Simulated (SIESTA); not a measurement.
Crystal: Ti3Sn.

```
Sn Ti
1.0
     5.91218    0.00000    0.00000
    -2.95609    5.12010    0.00000
     0.00000    0.00000    4.75622
Sn Ti
2 6
Direct
  0.33333 0.66667 0.25000
  0.66667 0.33333 0.75000
  0.83575 0.16425 0.25000
  0.32850 0.16425 0.25000
  0.83575 0.67150 0.25000
  0.16425 0.83575 0.75000
  0.67150 0.83575 0.75000
  0.16425 0.32850 0.75000
```

The cell is a database's computed one.

- Program: SIESTA 5.4.2
- Task: single point
- Functional: PBEsol
- Potentials or basis: PseudoDojo 0.4 standard (PBEsol files)
- Basis: DZP (energy shift 0.003 Ry; two zetas on semicore shells)
- Grid cutoff: 800 Ry
- Energy shift: 0.003 Ry
- k mesh: 5 × 5 × 6
- Occupations: fermi-dirac, width 0.05 eV
- Spin: no spin polarisation

On this cell: pressure -3.7 GPa; largest force 0.087 eV/Å; band gap on the k mesh none (metal or under the smearing width).

The same run follows on a disturbed copy (atoms moved at random, drawn with an rms of 0.05 Å):

```
CELL_PARAMETERS angstrom
5.91218 0.00000 0.00000
-2.95609 5.12010 0.00000
0.00000 0.00000 4.75622
ATOMIC_POSITIONS crystal
Sn 0.33798 0.66951 0.24676
Sn 0.66614 0.33390 0.74636
Ti 0.83818 0.16381 0.25435
Ti 0.33638 0.16339 0.24632
Ti 0.82648 0.66379 0.24991
Ti 0.15890 0.84525 0.74745
Ti 0.67459 0.83911 0.75129
Ti 0.16667 0.32820 0.74724
```

Problem. What changes?

Solution. The energy (extrapolated to zero smearing) moves by +5.0 meV/atom; pressure -3.5 GPa; largest force 0.446 eV/Å; band gap on the k mesh none (metal or under the smearing width).

Forces on the atoms (eV/Å):
```
Sn  -0.322 -0.146  0.078
Sn   0.193  0.026  0.159
Ti   0.189 -0.105 -0.168
Ti  -0.396 -0.017  0.017
Ti   0.344  0.280 -0.050
Ti   0.212 -0.235 -0.029
Ti  -0.130  0.034 -0.041
Ti  -0.090  0.163  0.034
```

Stress tensor (GPa, compression positive):
```
-4.13  0.45 -0.29
 0.45 -2.99 -0.06
-0.29 -0.06 -3.38
```

Caveats: the basis of atomic orbitals isn't converged, which shifts pressures, moduli and gaps.
